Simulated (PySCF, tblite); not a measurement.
# C2H10BFSi3: geometry, infrared bands and NMR shifts

What infrared bands and NMR shifts should C2H10BFSi3 (`F[SiH2]B[C@@H]1C[SiH2][SiH2]1`) show?

Programs: tblite 0.8.0 and PySCF 2.14.0, with density-fitted response routines of our own. Each step states its level of theory. These are calculated values for one molecule in the gas phase, unless marked as measured. Atoms are numbered from 0 throughout.

## (1) Starting geometry

17 atoms, charge 0, multiplicity 1; geometry from: force field or distance geometry start.

Bonds of the start (Å): F0–Si1 1.70, Si1–B2 1.93, B2–C3 1.56, C3–C4 1.53, C4–Si5 1.87, Si5–Si6 2.22, Si6–C3 1.83, Si1–H7 1.46, Si1–H8 1.47, B2–H9 1.19, C3–H10 1.11, C4–H11 1.10, C4–H12 1.10, Si5–H13 1.46, Si5–H14 1.46, Si6–H15 1.47, Si6–H16 1.46.

## (2) Geometry optimisation with GFN2-xTB

What the job is given:

```
{"job": {"kind": "relax", "xc": "GFN2-xTB", "basis": "xTB"}, "charge": 0, "multiplicity": 1}
F     -2.206700    -1.024300     1.972200
Si    -2.549400    -0.354400     0.448600
B     -1.156700    -0.724300    -0.837200
C      0.262600    -0.067300    -0.873200
C      1.200600    -0.867700     0.038000
Si     2.368900     0.513700     0.507300
Si     0.501700     1.563400    -0.067300
H     -2.885300     1.062800     0.543200
H     -3.757500    -1.055200    -0.024600
H     -1.277000    -1.754400    -1.426000
H      0.646900    -0.080100    -1.917100
H      0.622900    -1.238800     0.900900
H      1.657700    -1.675800    -0.558800
H      2.711200     0.512600     1.926600
H      3.488200     0.640000    -0.418000
H      0.711500     2.673800    -1.006200
H     -0.346700     1.888100     1.080500
```

The run is started by

```
> OMP_NUM_THREADS=1 python probes_run.py task.json out
```

The driver reads the jobs from task.json and runs them one after another.

**Question.** This job is followed by: GFN2-xTB harmonic vibrations, gas phase; GIAO PBE0/pcSseg-1 NMR shielding, non-relativistic, gas phase. What will the session give for the following? strongest single infrared mode (GFN2-xTB); zero-point energy (GFN2-xTB); ¹³C shifts against TMS (PBE0/pcSseg-1); ¹H shifts against TMS (PBE0/pcSseg-1); ¹⁹F shifts against CFCl3 (PBE0/pcSseg-1); ²⁹Si shifts against TMS (PBE0/pcSseg-1); ¹¹B shifts against BF3·OEt2 (PBE0/pcSseg-1); surface potential, 1st and 99th percentile.

As calculated:

```
                                   quantity                                                           value
  strongest single infrared mode (GFN2-xTB)                                           2168 cm⁻¹, 546 km/mol
               zero-point energy (GFN2-xTB)                                                   67.2 kcal/mol
     ¹³C shifts against TMS (PBE0/pcSseg-1)                                                  58.3, 17.3 ppm
      ¹H shifts against TMS (PBE0/pcSseg-1)  7.29, 5.86, 5.75, 4.79, 4.72, 4.66, 4.45, 4.39, 2.65, 2.12 ppm
   ¹⁹F shifts against CFCl3 (PBE0/pcSseg-1)                                                      -257.8 ppm
    ²⁹Si shifts against TMS (PBE0/pcSseg-1)                                           5.7, -64.3, -71.0 ppm
¹¹B shifts against BF3·OEt2 (PBE0/pcSseg-1)                                                        71.9 ppm
      surface potential, 1st and 99th percentile                                              -1.31 V and 1.42 V
```

The optimisation took 121 steps and gained 1.145 eV; among the close pairs (by a distance rule), C3–Si6 changed most, from 1.835 to 1.994 Å. No mode is imaginary among the 45: a minimum at this level. The strongest single mode, at 2168 cm⁻¹, moves mainly H14. Unscaled tight-binding wavenumbers are off by several per cent, some by more. Its intensities can rank the bands wrongly. At PBE0/pcSseg-1: The widest tensor belongs to Si1: span 207 ppm, with a paramagnetic part of -535 ppm. By nearest atom (PBE0/pcSseg-1), the HOMO sits on C3 25 %; B2 14 % and the LUMO on B2 43 %; H9 11 %.
